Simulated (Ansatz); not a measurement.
# LiSi3N2: the cost of one run

Computed with Ansatz 0.2.0 (DFT PBE, scalar-relativistic, plane waves, PAW, unless a step's input says otherwise).

2 further runs of the same task are left out: 1 that didn't finish, 1 set aside as unsound or not needed. Runs told in other sessions of the task aren't counted.

## (1) The system as given

The structure is hexagonal, space group P-6m2 (No. 187). The conventional cell has a = 4.430 Å, b = 4.430 Å, c = 4.879 Å, α = 90.00°, β = 90.00°, γ = 120.00°. Li (site symmetry -6m2) has 2 N at 1.84 Å in its first shell of neighbours. Around Si (site symmetry 3m) lie 2 Si at 2.36 to 2.52 Å and 3 N at 2.62 Å. Si (site symmetry -6m2) has 6 N at 2.63 Å and 6 Si at 2.82 Å in its first shell of neighbours. N (site symmetry 3m) has 1 N at 1.20 Å and 1 Li at 1.84 Å in its first shell of neighbours.

Structure file:

```cif
data_structure
_symmetry_space_group_name_H-M 'P-6m2'
_symmetry_Int_Tables_number 187
_cell_length_a 4.4302
_cell_length_b 4.4302
_cell_length_c 4.8794
_cell_angle_alpha 90.000
_cell_angle_beta 90.000
_cell_angle_gamma 120.000
_cell_volume 82.93
loop_
_atom_site_label
_atom_site_type_symbol
_atom_site_symmetry_multiplicity
_atom_site_Wyckoff_symbol
_atom_site_fract_x
_atom_site_fract_y
_atom_site_fract_z
_atom_site_occupancy
Li1 Li 1 d 0.33333 0.66667 0.50000 1
Si1 Si 2 g 0.00000 0.00000 0.75817 1
Si2 Si 1 e 0.66667 0.33333 0.00000 1
N1 N 2 h 0.33333 0.66667 0.12339 1
```

The cell was relaxed beforehand at this level, from a generated guess; it needn't be the stable form of this composition. At a tolerance of 0.05 Å it has space group P-6m2 (No. 187); it has 13.82 Å³/atom, an uncorrected energy of +0.56 eV/atom over the elements.

## (2) Electronic structure at the relaxed geometry

Contents of input.yaml:

```yaml
crystal:
  lattice:
    - [4.4301594567, 0.0, 0.0]
    - [-2.2150797284, 3.8366306323, 0.0]
    - [0.0, 0.0, 4.8793918542]
  atoms:
    - { symbol: Li, position: [0.3333333333, 0.6666666667, 0.5] }
    - { symbol: Si, position: [0.0, 0.0, 0.7581746592] }
    - { symbol: Si, position: [0.0, 0.0, 0.2418253408] }
    - { symbol: Si, position: [0.6666666667, 0.3333333333, 0.0] }
    - { symbol: "N", position: [0.3333333333, 0.6666666667, 0.1233877729] }
    - { symbol: "N", position: [0.3333333333, 0.6666666667, 0.8766122271] }
basis:
  ecutwfc: 420
kpoints:
  mp_grid: { grid: [12, 12, 8] }
  band_path:
    path:
      - [[0.0, 0.0, 0.0], [0.5, 0.0, 0.0], [0.33333333, 0.33333333, 0.0], [0.0, 0.0, 0.0], [0.0, 0.0, 0.5], [0.5, 0.0, 0.5], [0.33333333, 0.33333333, 0.5], [0.0, 0.0, 0.5]]
      - [[0.5, 0.0, 0.5], [0.5, 0.0, 0.0]]
      - [[0.33333333, 0.33333333, 0.5], [0.33333333, 0.33333333, 0.0]]
    npoints: 14
hamiltonian:
  xc: pbe
scf:
  occupations: { method: gaussian, width: 0.1 }
  n_extra_bands: 15
output:
  forces: true
  stress: true
  eigenvalues: true
  populations: true
  dos: { projected: true, de: 0.02, nscf_kmesh: { grid: [15, 15, 10] } }
  bader: true
  write_density: true
  write_potential: true
  elf: true
  volumetric_format: npy
```

Launch:

```sh
ansatz run input.yaml --threads 1 --pin off --max-ram 2560MiB --backend cpu --events-out ev --progress --plain --runs-dir out
```

What time and memory should one allow on 1 thread of AMD EPYC (Zen 3), shared host?

About 4.7 min, with a peak of 0.52 GiB.
